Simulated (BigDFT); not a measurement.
GeH2, in a box:

```
CELL_PARAMETERS angstrom
11.00000 0.00000 0.00000
0.00000 11.00000 0.00000
0.00000 0.00000 10.00000
ATOMIC_POSITIONS crystal
Ge 0.43968 0.55715 0.46476
H 0.56269 0.58792 0.54204
H 0.47215 0.41590 0.46660
```

```yaml
Program: BigDFT 1.9.6
Task: single point
Functional: PBE
Potentials_or_basis: GTH-PBE (Ge q4, H q1)
Grid_spacing: 0.28 bohr
Occupations: fixed
Spin: no spin polarisation
```

On this cell: largest force 0.230 eV/Å.

The same run follows on a disturbed copy (atoms moved at random, drawn with an rms of 0.05 Å):

```
Ge H
1.0
    11.00000    0.00000    0.00000
     0.00000   11.00000    0.00000
     0.00000    0.00000   10.00000
Ge H
1 2
Cartesian
  4.8884 6.0986 4.6272
  6.2058 6.4679 5.4360
  5.1797 4.5868 4.7264
```

Q: What does the disturbed cell give?

A: The energy moves by +9.4 meV/atom; largest force 0.968 eV/Å.

Forces in eV/Å, atoms in the order of the input:
```
Ge  -0.408  0.855 -0.202
H    0.177 -0.034  0.105
H    0.231 -0.821  0.097
```

Caveats: boundaries are free: the box only frames the coordinates (some runs).
